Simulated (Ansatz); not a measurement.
**ZnCu: response to strain**

ZnCu is deformed so: equal xx and yy strain of -1 %. What stress and forces result, by LAPW, PAW and all-electron datasets made for the crystal?

Method: DFT PBEsol, scalar-relativistic, in Ansatz 0.2.0.

## 1. Starting point

It takes space group Pm-3m (No. 221, cubic). The conventional cell has a = 2.945 Å, b = 2.945 Å, c = 2.945 Å, α = 90.00°, β = 90.00°, γ = 90.00°. Zn (site symmetry m-3m) has 8 Cu at 2.55 Å as nearest neighbours. Cu (site symmetry m-3m) is surrounded by 8 Zn at 2.55 Å.

Coordinates:

```cif
data_structure
_symmetry_space_group_name_H-M 'Pm-3m'
_symmetry_Int_Tables_number 221
_cell_length_a 2.9450
_cell_length_b 2.9450
_cell_length_c 2.9450
_cell_angle_alpha 90.000
_cell_angle_beta 90.000
_cell_angle_gamma 90.000
_cell_volume 25.54
loop_
_atom_site_label
_atom_site_type_symbol
_atom_site_symmetry_multiplicity
_atom_site_Wyckoff_symbol
_atom_site_fract_x
_atom_site_fract_y
_atom_site_fract_z
_atom_site_occupancy
Zn1 Zn 1 b 0.50000 0.50000 0.50000 1
Cu1 Cu 1 a 0.00000 0.00000 0.00000 1
```

The file gives the conventional cell by its symmetry; the runs use the cell typed in the input.

Atoms are numbered in the order of the input: Zn1, Cu2.

## 2. The deformed structure

Space group Pm-3m before, P4/mmm after.

## 3. LAPW, all electrons

The input, input.yaml:

```yaml
crystal:
  lattice:
    - [2.91555, 0.0, 0.0]
    - [0.0, 2.91555, 0.0]
    - [0.0, 0.0, 2.945]
  atoms:
    - { symbol: Zn, position: [0.5, 0.5, 0.5] }
    - { symbol: Cu, position: [0.0, 0.0, 0.0] }
kpoints:
  mp_grid: { grid: [14, 14, 14] }
  band_path:
    path:
      - [0.0, 0.0, 0.0]
      - [0.0, 0.5, 0.0]
      - [0.5, 0.5, 0.0]
      - [0.0, 0.0, 0.0]
      - [0.0, 0.0, 0.5]
      - [0.0, 0.5, 0.5]
      - [0.5, 0.5, 0.5]
      - [0.0, 0.0, 0.5]
      - [0.0, 0.5, 0.0]
    npoints: 5
scf:
  occupations: { method: fermi_dirac, width: 0.05 }
hamiltonian:
  xc: pbesol
  pseudopotentials: { kind: all_electron, lapw: { basis_error: 0.0005 } }
output:
  forces: true
  stress: true
  eigenvalues: true
```

Started as:

```bash
ansatz run input.yaml --threads 1 --pin off --max-ram 3072MiB --backend cpu --events-out ev --progress --plain --runs-dir out
```

## 4. PAW on the default files

The input, input.yaml:

```yaml
crystal:
  lattice:
    - [2.91555, 0.0, 0.0]
    - [0.0, 2.91555, 0.0]
    - [0.0, 0.0, 2.945]
  atoms:
    - { symbol: Zn, position: [0.5, 0.5, 0.5] }
    - { symbol: Cu, position: [0.0, 0.0, 0.0] }
kpoints:
  mp_grid: { grid: [14, 14, 14] }
scf:
  occupations: { method: fermi_dirac, width: 0.05 }
hamiltonian:
  xc: pbesol
  pseudopotentials: { kind: paw }
output:
  forces: true
  stress: true
  eigenvalues: true
  efg: { contact_densities: true }
  write_density: true
  write_potential: true
  elf: true
  volumetric_format: npy
```

## 5. Datasets made for this crystal

input.yaml: that of step 4 with these lines changed.

```diff
@@ -14,3 +14,3 @@
   xc: pbesol
-  pseudopotentials: { kind: paw }
+  pseudopotentials: { kind: all_electron, datasets: crystal }
 output:
@@ -20,5 +20 @@
   efg: { contact_densities: true }
-  write_density: true
-  write_potential: true
-  elf: true
-  volumetric_format: npy
```

(Steps that only read results are left out.)

What does the calculation give? Wanted: pressure; largest shear or deviatoric stress.

As calculated:

```
                                 quantity                                              value
                                 pressure  LAPW -2.34, PAW -2.34, crystal datasets -2.32 GPa
largest shear or deviatoric stress (LAPW)                                           0.38 GPa
```

The largest part of the stress beyond the pressure is 0.38 GPa in size, in the zz component; the atoms are carried along and not relaxed. No run of the undeformed cell stands beside it, so the pressure holds what the given cell had before the change. PAW: stress within 0.01 GPa of LAPW. Crystal datasets: stress within 0.02 GPa of LAPW.
